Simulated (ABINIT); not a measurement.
# In3As (Pm-3m) in ABINIT: reference runs

Aim: a first look at In3As with PBEsol, on the cell as given.

Everything below comes from runs of ABINIT 10.8.3 (patched build). Logs are shortened: lines on timing, memory, paths and dates and some standing lists are left out, and cuts for length are marked. The log counts tension as positive stress, the text compression.

## (1) Starting point

The structure is cubic, space group Pm-3m (No. 221). Conventional cell: a = 4.672 Å, b = 4.672 Å, c = 4.672 Å, α = 90.00°, β = 90.00°, γ = 90.00°. Around In (site symmetry 4/mmm) lie 8 In at 3.30 Å and 4 As at 3.30 Å. Around As (site symmetry m-3m) lie 12 In at 3.30 Å.

The cell comes from a database or a generator and needn't be the stable form of this composition.

## (2) Single point, PBEsol

run.abi reads:

```
pp_dirpath "./"
pseudos "In.upf, As.upf"

acell 3*1.0
rprim
     8.8281976316     0.0000000000     0.0000000000
     0.0000000000     8.8281976316     0.0000000000
     0.0000000000     0.0000000000     8.8281976316
ntypat 2
znucl 49 33
natom 4
typat 1 1 1 2
xred
     0.5000000000     0.5000000000     0.0000000000
     0.5000000000     0.0000000000     0.5000000000
     0.0000000000     0.5000000000     0.5000000000
     0.0000000000     0.0000000000     0.0000000000

ecut 1142.878222 eV

kptopt 1
ngkpt 6 6 6
nshiftk 1
shiftk 0.0 0.0 0.0

ixc -116133

nband 33
occopt 3
tsmear 0.05 eV

nstep 100
tolvrs 1.0e-10

iomode 3
prtwf 0
prtden 0
prteig 0
prtebands 0
enunit 1
```

Potentials or basis: PseudoDojo NC SR PBEsol v0.4.1 standard.

The run is started by

```console
$ abinit run.abi > log 2>&1
```

run.abo:

```text
.Version 10.8.3 of ABINIT
 Symmetries : space group Pm -3 m (#221); Bravais cP (primitive cubic)
================================================================================
 Values of the parameters that define the memory need of the present run
     intxc =       0    ionmov =       0      iscf =       7    lmnmax =       6
     lnmax =       6     mgfft =      54  mpssoang =       3    mqgrid =    3001
     natom =       4  nloc_mem =       1    nspden =       1   nspinor =       1
    nsppol =       1      nsym =      48    n1xccc =    2501    ntypat =       2
    occopt =       3   xclevel =       2
       mpw =        8974          nfft =      157464          nkpt =          20
================================================================================
================================================================================

--------------------------------------------------------------------------------
------------- Echo of variables that govern the present computation ------------
--------------------------------------------------------------------------------
 -outvars: echo values of preprocessed input variables --------
            acell      1.0000000000E+00  1.0000000000E+00  1.0000000000E+00 Bohr
              amu      1.14820000E+02  7.49215900E+01
             ecut      4.20000000E+01 Hartree
           enunit           1
              ixc     -116133
         kptrlatt        6    0    0      0    6    0      0    0    6
          kptrlen      5.29691858E+01
            natom           4
            nband          33
            ngfft          54      54      54
             nkpt          20
            nstep         100
             nsym          48
           ntypat           2
           occopt           3
           prtden           0
        prtebands           0
           prteig           0
            prtwf           0
            rprim      8.8281976316E+00  0.0000000000E+00  0.0000000000E+00
                       0.0000000000E+00  8.8281976316E+00  0.0000000000E+00
                       0.0000000000E+00  0.0000000000E+00  8.8281976316E+00
          spgroup         221
           tolvrs      1.00000000E-10
           tsmear      1.83746611E-03 Hartree
            typat      1  1  1  2
           xangst      2.3358404984E+00  2.3358404984E+00  0.0000000000E+00
                       2.3358404984E+00  0.0000000000E+00  2.3358404984E+00
                       0.0000000000E+00  2.3358404984E+00  2.3358404984E+00
                       0.0000000000E+00  0.0000000000E+00  0.0000000000E+00
            xcart      4.4140988158E+00  4.4140988158E+00  0.0000000000E+00
                       4.4140988158E+00  0.0000000000E+00  4.4140988158E+00
                       0.0000000000E+00  4.4140988158E+00  4.4140988158E+00
                       0.0000000000E+00  0.0000000000E+00  0.0000000000E+00
             xred      5.0000000000E-01  5.0000000000E-01  0.0000000000E+00
                       5.0000000000E-01  0.0000000000E+00  5.0000000000E-01
                       0.0000000000E+00  5.0000000000E-01  5.0000000000E-01
[... 128 lines left out ...]
    1      2.33584049841062     2.33584049841062     0.00000000000000
    2      2.33584049841062     0.00000000000000     2.33584049841062
    3      0.00000000000000     2.33584049841062     2.33584049841062
    4      0.00000000000000     0.00000000000000     0.00000000000000

 cartesian forces (hartree/bohr) at end:
    1     -0.00000000000000    -0.00000000000000    -0.00000000000000
    2     -0.00000000000000    -0.00000000000000    -0.00000000000000
    3     -0.00000000000000    -0.00000000000000    -0.00000000000000
    4     -0.00000000000000    -0.00000000000000    -0.00000000000000
 frms,max,avg= 0.0000000E+00 0.0000000E+00   0.000E+00  0.000E+00  0.000E+00 h/b

 cartesian forces (eV/Angstrom) at end:
    1     -0.00000000000000    -0.00000000000000    -0.00000000000000
    2     -0.00000000000000    -0.00000000000000    -0.00000000000000
    3     -0.00000000000000    -0.00000000000000    -0.00000000000000
    4     -0.00000000000000    -0.00000000000000    -0.00000000000000
 frms,max,avg= 0.0000000E+00 0.0000000E+00   0.000E+00  0.000E+00  0.000E+00 e/A
 length scales=  1.000000000000  1.000000000000  1.000000000000 bohr
              =  0.529177210544  0.529177210544  0.529177210544 angstroms
 Fermi (or HOMO) energy (eV) =   5.81172   Average Vxc (eV)= -10.70648
 Eigenvalues (   eV  ) for nkpt=  20  k points:
 kpt#   1, nband= 33, wtk=  0.00463, kpt=  0.0000  0.0000  0.0000 (reduced coord)
 -29.61011  -29.61011  -29.60965  -29.60965  -29.60965   -8.77974   -8.76169   -8.76169
  -8.76169   -8.58023   -8.58023   -8.41698   -8.41698   -8.41698   -8.36757   -8.36757
  -8.25218   -8.22946   -8.22946   -8.22946   -5.35619   -0.41980    2.98624    2.98624
   2.98624    3.93339    3.93339    7.93428    7.93428    7.93428   10.40213   10.40213
  10.40213
 prteigrs : prtvol=0 or 1, do not print more k-points.

--- !EnergyTerms
iteration_state     : {dtset: 1, }
comment             : Components of total free energy in Hartree
kinetic             :  2.01342721201658E+02
hartree             :  7.14232828793388E+01
xc                  : -8.29221489913853E+01
Ewald energy        : -1.89683609250252E+02
psp_core            :  8.18825508637402E+00
local_psp           : -2.16771360024847E+02
non_local_psp       : -9.63899509011414E+01
internal            : -3.04812810000255E+02
'-kT*entropy'       : -5.63377459683149E-04
total_energy        : -3.04813373377714E+02
total_energy_eV     : -8.29439443592141E+03
band_energy         : -1.94350734441128E+01
...

 Cartesian components of stress tensor (hartree/bohr^3)
  sigma(1 1)=  8.01630461E-05  sigma(3 2)=  0.00000000E+00
  sigma(2 2)=  8.01630461E-05  sigma(3 1)=  0.00000000E+00
  sigma(3 3)=  8.01630461E-05  sigma(2 1)=  0.00000000E+00

-Cartesian components of stress tensor (GPa)         [Pressure= -2.3585E+00 GPa]
- sigma(1 1)=  2.35847824E+00  sigma(3 2)=  0.00000000E+00
- sigma(2 2)=  2.35847824E+00  sigma(3 1)=  0.00000000E+00
- sigma(3 3)=  2.35847824E+00  sigma(2 1)=  0.00000000E+00

== END DATASET(S) ==============================================================
================================================================================

 -outvars: echo values of variables after computation  --------
            acell      1.0000000000E+00  1.0000000000E+00  1.0000000000E+00 Bohr
           etotal     -3.0481337338E+02
            fcart     -0.0000000000E+00 -0.0000000000E+00 -0.0000000000E+00
                      -0.0000000000E+00 -0.0000000000E+00 -0.0000000000E+00
                      -0.0000000000E+00 -0.0000000000E+00 -0.0000000000E+00
                      -0.0000000000E+00 -0.0000000000E+00 -0.0000000000E+00
            rprim      8.8281976316E+00  0.0000000000E+00  0.0000000000E+00
                       0.0000000000E+00  8.8281976316E+00  0.0000000000E+00
                       0.0000000000E+00  0.0000000000E+00  8.8281976316E+00
           strten      8.0163046070E-05  8.0163046070E-05  8.0163046070E-05
                       0.0000000000E+00  0.0000000000E+00  0.0000000000E+00
           xangst      2.3358404984E+00  2.3358404984E+00  0.0000000000E+00
                       2.3358404984E+00  0.0000000000E+00  2.3358404984E+00
                       0.0000000000E+00  2.3358404984E+00  2.3358404984E+00
                       0.0000000000E+00  0.0000000000E+00  0.0000000000E+00
             xred      5.0000000000E-01  5.0000000000E-01  0.0000000000E+00
                       5.0000000000E-01  0.0000000000E+00  5.0000000000E-01
                       0.0000000000E+00  5.0000000000E-01  5.0000000000E-01
                       0.0000000000E+00  0.0000000000E+00  0.0000000000E+00
 Calculation completed.
```

Run time: 15 min. Hardware: 1 thread of AMD EPYC (Zen 3), shared host; peak memory 0.18 GiB.

Results:

```
Free energy                                           : -8294.3944 eV
Pressure                                              : -2.4 GPa
Band gap on the k mesh                                : none (metal or under the smearing width)
Valence electrons inside the program's atomic spheres : In 9.91; As 12.22
```
